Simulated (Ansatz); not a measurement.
# BBrH2Si: single points off equilibrium

The task here is to estimate one member of a computed series from the others.

Method: single points in def2-TZVPP; program: Ansatz 0.2.0, Gaussian basis.

Cores are frozen in the correlated methods. Filled d shells of the heavier atoms are correlated.

## Starting geometry

SMILES `[SiH2]=BBr`, 5 atoms, charge 0, spin multiplicity 1.

Atoms are counted from 1 here; the program's logs count them from 0.

Bond lengths: Si1–B2 1.840 Å, Si1–H4 1.474 Å, Si1–H5 1.453 Å, B2–Br3 1.857 Å. Angles: B2–Si1–H4 123.3°, B2–Si1–H5 123.8°, H4–Si1–H5 109.3°, Si1–B2–Br3 150.0°.

As a file:

```mol
BBrH2Si
  3D, bonds by distance, orders not assigned

  5  4  0  0  0  0  0  0  0  0999 V2000
   -0.5147    0.4823   -0.2385 Si  0  0
    0.8833   -0.6265    0.2123 B   0  0
    1.6054   -1.9391    1.3101 Br  0  0
   -1.4534    0.1955   -1.3380 H   0  0
   -0.5501    1.9028    0.0662 H   0  0
  1  2  8  0
  1  4  8  0
  1  5  8  0
  2  3  8  0
M  END
```

Set-up of the first run:

The input, run/in.yaml:

```yaml
crystal:
  periodic: [false, false, false]
  atoms:
    - {symbol: Si, position_ang: [-0.514700, 0.482300, -0.238500]}
    - {symbol: B, position_ang: [0.883300, -0.626500, 0.212300]}
    - {symbol: Br, position_ang: [1.605400, -1.939100, 1.310100]}
    - {symbol: H, position_ang: [-1.453400, 0.195500, -1.338000]}
    - {symbol: H, position_ang: [-0.550100, 1.902800, 0.066200]}
basis:
  gaussian: {orbitals: def2-TZVPP}
correlation: {method: ccsd_t}
output: {forces: true}
```

No record of the launch command was kept for these runs.

Steps of the session up to this table: CCSD(T)/def2-TZVPP; PBE0-D4/def2-TZVPP; wB97M-V/def2-TZVPP; r2SCAN-D4/def2-TZVPP; PBE-D4/def2-TZVPP; wB97X-V/def2-TZVPP; HSE06-D4/def2-TZVPP.

One of the session's tables, all rows but one given; the rest of the session is left out.

| method | RMS force component (eV/Å) | angle to CCSD(T) forces (°) | dipole (D) |
| --- | --- | --- | --- |
| CCSD(T) | 0.322 | reference | 0.58 |
| PBE0-D4 | 0.305 | 28.9 | 0.63 |
| wB97M-V | 0.264 | 39.3 | 0.61 |
| r2SCAN-D4 | ? | ? | ? |
| PBE-D4 | 0.314 | 28.2 | 0.79 |
| wB97X-V | 0.282 | 40.5 | 0.53 |
| HSE06-D4 | 0.307 | 27.8 | 0.63 |

Estimate the missing values for r2SCAN-D4.

**Answer.** RMS force component (eV/Å): 0.306; angle to CCSD(T) forces (°): 22.1; dipole (D): 0.70. In the column «RMS force component (eV/Å)» it lies between PBE0-D4 (0.305) and HSE06-D4 (0.307).
